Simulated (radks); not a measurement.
# Eu⁴⁺ in [Xe] 4f4 5f1: an all-electron calculation

Aim: the levels, the sizes of the orbitals and the parts of the energy of the europium ion Eu4+.

Method: Dirac Kohn-Sham, PBE, spin-unpolarised, spherical densities, finite nucleus; open shells fill j = l - 1/2 first. Code: radks (a radial shooting solver on a logarithmic mesh, Libxc functionals) version 1.

## Step 1: The system

* element: europium (Z = 63)
* charge: +4
* electrons: 59
* configuration: [Xe] 4f4 5f1
* nuclear rms radius: 5.1115 fm

## Step 2: The calculation

The run's settings:

```text
Z 63
configuration [Xe] 4f4 5f1 6s0 5d0 6p0 6f0
relativity Dirac
functional pbe,pbe
spin unpolarised
j_filling energy
nucleus finite rms 5.1115 fm
c 137.035999084
```

**Question.** What will this run give?

The runs gave:

```
                        quantity                   value
                    total energy     -10846.8538 hartree
exchange-correlation share of it                  2.22 %
                            −T/E                  1.0873
          highest occupied level       5f5/2, -19.260 eV
    most extended occupied level  5f5/2, <r> = 3.29 bohr
 radius at density 0.001 e/bohr³               4.16 bohr
    maxima of the radial density                       4
```

**Reading.** The radial density shows 4 maxima for 5 occupied principal shells; where shells overlap, one shows as a shoulder or not at all. Relativity lifts −T/E to 1.087. This is not the tabulated ground configuration, so its levels and sizes aren't those of the ground state, and no measured value stands beside it.
